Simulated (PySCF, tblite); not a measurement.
# C₃H₈NOSi₂ radical: geometry, infrared bands and EPR parameters

What infrared bands and EPR parameters should C₃H₈NOSi₂ radical (`C=N[Si@H]1CC[SiH]O1`) show?

The runs use tblite 0.8.0 and PySCF 2.14.0, with density-fitted response routines of our own; the level of theory stands in each step. All values are computed, except where a source is named. Atoms are numbered from 0 throughout.

### 1 Starting geometry

15 atoms, charge 0, multiplicity 2; geometry from: force field or distance geometry start.

Bonds of the start (Å): C0–N1 1.29, N1–Si2 1.71, Si2–C3 1.91, C3–C4 1.56, C4–Si5 1.96, Si5–O6 1.72, O6–Si2 1.71, C0–H7 1.10, C0–H8 1.10, Si2–H9 1.47, C3–H10 1.10, C3–H11 1.11, C4–H12 1.10, C4–H13 1.09, Si5–H14 1.48.

### 2 Optimising the geometry with GFN2-xTB

The job: settings as JSON, then the geometry in Å.

```
{"job": {"kind": "relax", "xc": "GFN2-xTB", "basis": "xTB"}, "charge": 0, "multiplicity": 2}
C      2.899300    -0.184500     0.184000
N      1.732500    -0.676500     0.454500
Si     0.515900    -0.460200    -0.731700
C     -1.162600    -0.928100     0.055400
C     -1.732100     0.317500     0.796100
Si    -1.099400     1.902300    -0.166300
O      0.296900     1.226700    -0.905600
H      3.718700    -0.289300     0.915800
H      3.147400     0.364200    -0.741200
H      0.827400    -1.128800    -2.008200
H     -1.847800    -1.231700    -0.743500
H     -1.069600    -1.784000     0.754000
H     -2.829000     0.302300     0.841700
H     -1.331500     0.377900     1.806600
H     -2.070600     2.200400    -1.243300
```

Run with:

```
$ OMP_NUM_THREADS=1 python probes_run.py task.json out
```

This one command runs all jobs of the session in turn.

**Question.** This job is followed by: GFN2-xTB harmonic vibrations, gas phase; UKS B3LYP, pcH-1 on C H N O Si, non-relativistic, mean-field spin-orbit, GIAO. Predict these results of the whole session: strongest single infrared mode (GFN2-xTB); zero-point energy (GFN2-xTB); g(iso) (B3LYP); ⟨S²⟩; largest a(iso); potential on the surface of density 0.002 e/bohr³, 1st and 99th percentile.

As calculated:

| quantity | value |
| --- | --- |
| strongest single infrared mode (GFN2-xTB) | 2196 cm⁻¹, 358 km/mol |
| zero-point energy (GFN2-xTB) | 66.2 kcal/mol |
| g(iso) (B3LYP) | 2.00243 |
| ⟨S²⟩ | 0.751 (exact 0.75) |
| largest a(iso) | 29Si on Si5, -600.1 MHz |
| potential on the surface of density 0.002 e/bohr³, 1st and 99th percentile | -1.42 V and 1.10 V |

The optimisation took 108 steps and gained 0.496 eV; among the close pairs (by a distance rule), Si2–O6 changed most, from 1.710 to 1.629 Å. All 39 modes are real, so the xTB geometry is a minimum. The strongest single mode, at 2196 cm⁻¹, moves mainly H14. Unscaled tight-binding wavenumbers are off by several per cent, some by more. Its intensities can rank the bands wrongly. Most of the unpaired spin sits on Si5 (0.85 e). The isotropic g lies 0.1 ppt above the free-electron value. These values are for one conformer; the search (at its own cheap level) found 1 more, at 0.98 kcal/mol, and measured spectra average over such forms.
